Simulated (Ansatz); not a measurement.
The system is HfB.

```xyz
2
Lattice="0.0000 2.3100 2.3100 2.3100 0.0000 2.3100 2.3100 2.3100 0.0000" Properties=species:S:1:pos:R:3 pbc="T T T"
Hf    2.3100    2.3100    2.3100
B     0.0000    0.0000    0.0000
```

- Program: Ansatz 0.2.0
- Task: single point
- Functional: PBEsol
- Potentials or basis: all-electron LAPW, scalar-relativistic
- Cutoff: 282 eV (chosen from the basis error)
- Basis error allowed: 0.001 eV/atom
- k mesh: 10 × 10 × 10
- Occupations: fermi-dirac, width 0.05 eV
- Spin: no spin polarisation

On this cell: pressure 23.3 GPa; largest force zero by symmetry; band gap on the k mesh none (metal or under the smearing width).

The same run follows on a disturbed copy (atoms moved at random, drawn with an rms of 0.05 Å):

```
CELL_PARAMETERS angstrom
0.00000 2.31000 2.31000
2.31000 0.00000 2.31000
2.31000 2.31000 0.00000
ATOMIC_POSITIONS crystal
Hf 0.49679 0.51141 0.50846
B 0.99035 0.99461 0.99282
```

**Question.** What changes?

**Answer.** The energy (extrapolated to zero smearing) moves by +29.7 meV/atom; pressure 24.0 GPa; largest force 1.161 eV/Å; band gap on the k mesh none (metal or under the smearing width).

Forces in eV/Å, atoms in the order of the input:
```
Hf  -0.830 -0.559 -0.589
B    0.830  0.559  0.589
```

Stress tensor (GPa, compression positive):
```
24.62 -0.51 -0.54
-0.51 23.72 -0.36
-0.54 -0.36 23.81
```

Caveats: so large a pressure means that the cell lies far from this level's equilibrium, or that cutoff or potentials fall short (some runs).
